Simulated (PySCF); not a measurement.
**A diatomic session: BeGa+**

One table from this session's results is given with a row withheld; the runs are named, their logs left out.

Program: PySCF 2.14.0. Level of theory: Be cc-pVDZ, Ga cc-pVDZ-PP with ECP10, scalar-relativistic core potentials. These are calculated values, not measurements.

The first run:

Settings of the job:

| Quantity | Value |
| --- | --- |
| atoms | Be, Ga |
| charge | 1 |
| basis | Be cc-pVDZ, Ga cc-pVDZ-PP with ECP10 |
| Hamiltonian | scalar-relativistic core potentials |
| basis functions | 37 |
| electrons treated | 24 |
| masses in u | 9.0122, 68.9256 |
| levels | PBE0, PBE, r²SCAN, BLYP, BHandHLYP, r²SCAN0, HSE06, HF, MP2, SCS-MP2, CCSD, CCSD(T) |
| grid | 80 radial by 434 angular points |
| occupations | held fixed by the projection of orbital angular momentum |
| dissociation limit | Be + Ga+, each in its ground configuration |
| starting distance in angstrom | 2.265 |
| values of 2S to try | 0, 2 |

On the command line:

```console
> OMP_NUM_THREADS=1 python dia.py task.json out
```

Among the steps run: The job; PBE0 along the bond; Excited determinants; PBE; r²SCAN (meta-GGA); BLYP (GGA); BHandHLYP (global hybrid GGA); r²SCAN0 (hybrid meta-GGA); HSE06; RHF (mean field); MP2 and coupled cluster.

One of the session's tables, all rows but one given; the rest of the session is left out.

Energy (eV) from each level's lowest point:

```
R (Å)    RHF  RHF-MP2  RHF-SCS-MP2  RHF-CCSD  RHF-CCSD(T)
2.436  0.358    0.226        0.251       n/a          n/a
2.550  0.209    0.109        0.127     0.110        0.097
2.663  0.111    0.040        0.053     0.043        0.034
2.748  0.062    0.013        0.021     0.015        0.010
2.833  0.030    0.000        0.005     0.002        0.000
2.918  0.011    0.000        0.000     0.000        0.001
3.031      ?        ?            ?         ?            ?
3.173  0.004    0.043        0.031     0.034        0.044
3.343  0.024    0.090        0.072     0.074        0.089
3.570  0.064    0.160        0.134       n/a          n/a
```

**Question.** Estimate the row for R (Å) = 3.031.

Worked estimate for «RHF». A straight line through the neighbours (2.918, 0.011) and (3.173, 0.004) gives 0.011 + (0.004 − 0.011) × (3.031 − 2.918) / (3.173 − 2.918) = 0.008; a parabola fitted to 4 rows on both sides gives 0.002.

**Answer.** RHF: 0.000; RHF-MP2: 0.013; RHF-SCS-MP2: 0.007; RHF-CCSD: 0.010; RHF-CCSD(T): 0.015. In «RHF» the line misses by +0.008 and the parabola by +0.002.
